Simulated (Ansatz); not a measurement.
# ClFH2OSiSn: how energies converge with the basis set

One table from this session's results is given with a row withheld; the runs are named, their logs left out.

Program: Ansatz 0.2.0, Gaussian basis. Level of theory: one geometry, several basis sets. These are calculated values, not measurements.

Levels to be run: PBE0-D4/def2-SVP; ωB97M-V/def2-SVP; PBE0-D4/def2-QZVPP; ωB97M-V/def2-QZVPP; the functionals' def2-TZVPP values are taken from earlier runs.

## Structure used throughout

An earlier PBE0-D4 in a triple-zeta def2 set relaxation fixed the geometry. Sn takes the def2 core potential; no spin-orbit term is included.

SMILES `F[Si@H]1[O][Sn@H]1[Cl]`, 7 atoms, charge 0, spin multiplicity 1.

Atoms are counted from 1 here; the program's logs count them from 0.

Bond lengths: F1–Si2 1.580 Å, Si2–O3 1.587 Å, Si2–Sn4 2.486 Å, Si2–H6 1.476 Å, O3–Sn4 2.169 Å, Sn4–Cl5 2.333 Å, Sn4–H7 1.708 Å. Angles: F1–Si2–O3 119.9°, F1–Si2–Sn4 118.6°, F1–Si2–H6 106.3°, O3–Si2–Sn4 59.6°, O3–Si2–H6 122.2°, Sn4–Si2–H6 124.8°, Si2–O3–Sn4 81.3°, Si2–Sn4–O3 39.1°, Si2–Sn4–Cl5 115.5°, Si2–Sn4–H7 131.3°, O3–Sn4–Cl5 104.2°, O3–Sn4–H7 104.5°, Cl5–Sn4–H7 102.6°.

The first run:

in.yaml reads:

```yaml
crystal:
  periodic: [false, false, false]
  atoms:
    - {symbol: F, position_ang: [-2.081546, -0.027234, 1.194462]}
    - {symbol: Si, position_ang: [-0.503641, -0.100659, 1.169170]}
    - {symbol: O, position_ang: [0.222763, -1.203854, 0.290017]}
    - {symbol: Sn, position_ang: [0.682559, 0.536084, -0.920808]}
    - {symbol: Cl, position_ang: [-0.507822, 0.186968, -2.896853]}
    - {symbol: H, position_ang: [-0.051608, 0.240563, 2.532244]}
    - {symbol: H, position_ang: [2.300595, 0.300133, -1.413932]}
basis:
  gaussian: {orbitals: def2-SVP}
hamiltonian: {xc: pbe0, dispersion: d4}
output: {orbitals: {seedname: orbitals}}
```

Among the steps run: PBE0-D4 in def2-SVP; ωB97M-V in def2-SVP; PBE0-D4 in def2-QZVPP; ωB97M-V in def2-QZVPP.

One table of the session follows, with a row left open; its other results are not shown here.

It belongs to the step «Functionals by basis». 

```
functional       basis  HOMO (eV)  LUMO (eV)
   PBE0-D4    def2-SVP      -7.23      -2.26
   PBE0-D4  def2-TZVPP      -7.36      -2.36
   PBE0-D4  def2-QZVPP      -7.40      -2.40
   ωB97M-V    def2-SVP      -9.17      -0.39
   ωB97M-V  def2-TZVPP          ?          ?
   ωB97M-V  def2-QZVPP      -9.38      -0.64
```

Estimate the missing values for ωB97M-V, def2-TZVPP.

As computed: HOMO (eV): -9.34; LUMO (eV): -0.57. In the column «HOMO (eV)» it lies between ωB97M-V, def2-QZVPP (-9.38) and ωB97M-V, def2-SVP (-9.17).
